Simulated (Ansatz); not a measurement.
**Cl2FSi (charge -1): molecular dynamics**

Aim: follow the molecule's vibrations and see whether its bonds hold. The start is relaxed first. Runs: 300 steps of 2 fs at constant energy, with velocities drawn for 300 K. SMILES of the start: F[Si-](Cl)Cl.

All numbers below are computed with Ansatz 0.2.0 (RKS PBE/6-31G).

### 1 The structure to begin with

Bond lengths: F1–Si2 1.658 Å, Si2–Cl3 2.204 Å, Si2–Cl4 2.204 Å. Angles: F1–Si2–Cl3 94.8°, F1–Si2–Cl4 94.8°, Cl3–Si2–Cl4 99.3°.

As a file:

```xyz
4

F     1.1535   -0.3020    0.9289
Si    0.1630   -0.6767   -0.3474
Cl   -1.7077   -0.3002    0.7558
Cl    0.3912    1.2789   -1.3373
```

### 2 Preparing the start

Contents of input.yaml:

```yaml
crystal:
  periodic: [false, false, false]
  atoms:
    - { symbol: F, position_ang: [1.15351, -0.30205, 0.92887] }
    - { symbol: Si, position_ang: [0.16297, -0.67669, -0.34737] }
    - { symbol: Cl, position_ang: [-1.70772, -0.30017, 0.75579] }
    - { symbol: Cl, position_ang: [0.39124, 1.27891, -1.33729] }
total_charge: -1
basis:
  gaussian: { orbitals: "6-31G" }
hamiltonian:
  xc: pbe
relax:
  f_tol: 0.02
  max_steps: 40
scf:
  lower_state_search: "off"
```

On the command line:

```bash
$ ansatz run input.yaml --threads 1 --pin off --max-ram 2048MiB --backend cpu --events-out ev --progress --plain --runs-dir out
```

After this run come: The run.

Before running it: what results should come out? Wanted: relaxation of the start; temperature, first and last step; temperature, second half; potential energy, second half; largest change of the total energy; bonds formed or broken.

The runs gave:

```
                          quantity                         value
           relaxation of the start       4 moves, 0.475 eV lower
                            length             300 steps of 2 fs
  temperature, first and last step                 300 and 200 K
          temperature, second half  mean 152 K, from 13 to 257 K
     potential energy, second half   +10 meV/atom from the start
largest change of the total energy                 0.21 meV/atom
            bonds formed or broken                             0
```

In words: The temperature starts at 300 K and averages 152 K in the second half, where it ranges from 13 to 257 K; a mean near half the start is what vibrations about a minimum give, since they share energy equally between motion and strain. The total energy strays from its start by at most 0.21 meV/atom, 2.2 % of the mean kinetic energy, fair for a step of 2 fs. The bonds all hold. Averages from a run of 600 fs with 4 atoms are rough. The basis is very small, so the numbers are rough.
